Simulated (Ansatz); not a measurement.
**ZrC+ (sextet): from Hartree-Fock to the top rungs, def2-QZVPP**

One table from this session's results is given with a row withheld; the runs are named, their logs left out.

Computed with Ansatz 0.2.0, Gaussian basis. Level: def2-QZVPP, core rule «outside noble gas», up to 5 orbitals frozen.

The runs, in order: UHF; ROHF; CCSD(T) on UHF.

### What is computed

The geometry is a PBE0/def2-TZVP stationary point (not a proven minimum). No spin-orbit coupling is included. Elements past krypton take def2 core potentials.

2 atoms, charge 1, spin multiplicity 6.

Atoms are counted from 1 here; the program's logs count them from 0.

Bond lengths: Zr1–C2 2.091 Å.

Set-up of the first run:

The input, in.yaml:

```yaml
crystal:
  periodic: [false, false, false]
  atoms:
    - {symbol: Zr, position_ang: [0.000000, 0.000000, 0.000000]}
    - {symbol: C, position_ang: [0.000000, 0.000000, 2.091000]}
basis:
  gaussian: {orbitals: "def2-QZVPP.json"}
total_charge: 1
magnetization: {spin_polarized: true, initial_magnetization: 5}
hamiltonian: {xc: hf}
output: {orbitals: {seedname: orbitals}}
```

Started as:

```sh
> ansatz run in.yaml --threads 1 --pin off --events-out ev --progress --plain --max-ram 4096MiB --backend cpu
```

Steps of the session up to this table: UHF; ROHF; CCSD(T) on UHF.

One table of the session follows, with a row left open; its other results are not shown here.

| method | from UCCSD(T) (kJ/mol) |
| --- | --- |
| ROHF | +395.5 |
| UHF | +382.6 |
| UMP2 | ? |
| UCCSD | +19.4 |
| UCCSD(T) | 0 |

Q: Estimate the row for UMP2 from the others.

As computed: from UCCSD(T) (kJ/mol): +68.0. In the column «from UCCSD(T) (kJ/mol)» it lies between UCCSD (+19.4) and UHF (+382.6).
